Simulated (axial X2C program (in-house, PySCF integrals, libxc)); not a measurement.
**Linear GaCN⁻ at several levels**

One table from this session's results is given with a row withheld; the runs are named, their logs left out.

The runs use an in-house X2C program for linear molecules on PySCF integrals; all-electron X2C, two-component (2c) or spin-free, Ga dyall-v3z, C dyall-v3z, N dyall-av3z.

All values are calculated.

2 further runs of the same task are left out: 2 set aside as unsound or not needed.

The first run:

The input, task.json:

```json
{"zs": [31, 6, 7], "q": -1, "bas": ["dyall-v3z", "dyall-v3z", "dyall-av3z"], "r0": [1.94, 1.16], "symm": 0, "scan": ["PBE0", "HF", "B3LYP"], "levels": ["PBE0", "HF", "r2SCAN"], "nst": 2}
```

Keys: zs atomic numbers; q charge; bas basis sets; r0 starting distance in Å; symm equal bonds; scan levels of the two-bond scan; levels methods; nst determinants followed.

Run with:

```bash
$ python solin.py task.json out
```

Masses Ga 68.926, C 12.000, N 14.003 u.

Among the steps run: Scan at PBE0, 2c; Scan at HF, 2c; Scan at B3LYP, 2c.

One of the session's tables, all rows but one given; the rest of the session is left out.

| level | r(Ga–C) (Å) | lower stretch (cm⁻¹) | upper stretch (cm⁻¹) |
| --- | --- | --- | --- |
| PBE0, 2c | 2.136 | 279.1 | 2171.7 |
| HF, 2c | ? | ? | ? |
| B3LYP, 2c | 2.174 | 257.1 | 2144.6 |
| PBE0, spin-free | 2.135 | 280.1 | 2171.4 |
| HF, spin-free | 2.209 | 241.3 | 2396.2 |
| B3LYP, spin-free | 2.172 | 258.4 | 2144.3 |

Q: Estimate the row for HF, 2c from the others.

The run gave: r(Ga–C) (Å): 2.210; lower stretch (cm⁻¹): 239.7; upper stretch (cm⁻¹): 2395.4. In the column «r(Ga–C) (Å)» it is the highest.

Scans not shown above were run alike.

For an anion the highest level of a functional can be positive, and the basis then holds the extra electron. The molecule was held linear; bending was not examined, so a bent shape may lie lower. Note: functional without a current term on a determinant with orbital currents, of the molecule or an atom.
